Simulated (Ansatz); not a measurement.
# CCl₃NSi: basis-set convergence

Aim: see how fast density functionals converge with the basis set for CCl₃NSi.

Method: one geometry, several basis sets; program: Ansatz 0.2.0, Gaussian basis.

The runs, in order: PBE0-D4/def2-SVP; ωB97M-V/def2-SVP; PBE0-D4/def2-QZVPP; ωB97M-V/def2-QZVPP; the functionals' def2-TZVPP values are taken from earlier runs.

### Step 1. The relaxed structure

All runs share one geometry, relaxed beforehand with PBE0-D4 in a triple-zeta def2 set.

SMILES `N#C[Si](Cl)(Cl)Cl`, 6 atoms, charge 0, spin multiplicity 1.

Atoms are counted from 1 here; the program's logs count them from 0.

Bond lengths: N1–C2 1.151 Å, C2–Si3 1.833 Å, Si3–Cl4 2.014 Å, Si3–Cl5 2.014 Å, Si3–Cl6 2.014 Å. Angles: N1–C2–Si3 180.0°, C2–Si3–Cl4 108.0°, C2–Si3–Cl5 108.0°, C2–Si3–Cl6 108.0°, Cl4–Si3–Cl5 110.9°, Cl4–Si3–Cl6 110.9°, Cl5–Si3–Cl6 110.9°.

As a file:

```xyz
6
charge 0, multiplicity 1
N     1.8467   -1.3772    0.9738
C     0.9972   -0.7461    0.5207
Si   -0.3552    0.2585   -0.2009
Cl   -1.7379   -1.0017   -0.9475
Cl    0.4299    1.4069   -1.6577
Cl   -1.1385    1.3958    1.2654
```

### Step 2. PBE0-D4 in def2-SVP

in.yaml reads:

```yaml
crystal:
  periodic: [false, false, false]
  atoms:
    - {symbol: N, position_ang: [1.846652, -1.377243, 0.973805]}
    - {symbol: C, position_ang: [0.997199, -0.746052, 0.520738]}
    - {symbol: Si, position_ang: [-0.355216, 0.258463, -0.200935]}
    - {symbol: Cl, position_ang: [-1.737887, -1.001747, -0.947543]}
    - {symbol: Cl, position_ang: [0.429857, 1.406866, -1.657698]}
    - {symbol: Cl, position_ang: [-1.138504, 1.395812, 1.265432]}
basis:
  gaussian: {orbitals: def2-SVP}
hamiltonian: {xc: pbe0, dispersion: d4}
output: {orbitals: {seedname: orbitals}}
```

Command:

```sh
> ansatz run in.yaml --threads 4 --pin off --events-out ev --progress --plain --max-ram 10444MiB
```

After this run come: ωB97M-V in def2-SVP; PBE0-D4 in def2-QZVPP; ωB97M-V in def2-QZVPP.

Before running them: what should the planned runs give, taken together? Wanted: PBE0-D4: double and triple zeta above quadruple; ωB97M-V: double and triple zeta above quadruple.

**Answer**, as computed:

| quantity | value |
| --- | --- |
| PBE0-D4: double and triple zeta above quadruple | 20.29, 1.48 eV |
| ωB97M-V: double and triple zeta above quadruple | 20.10, 1.40 eV |

PBE0-D4 gains 18.80 eV from double to triple zeta, then 1.48 eV more. These are total energies; as a rule much of such shifts cancels in differences, which this series doesn't test.
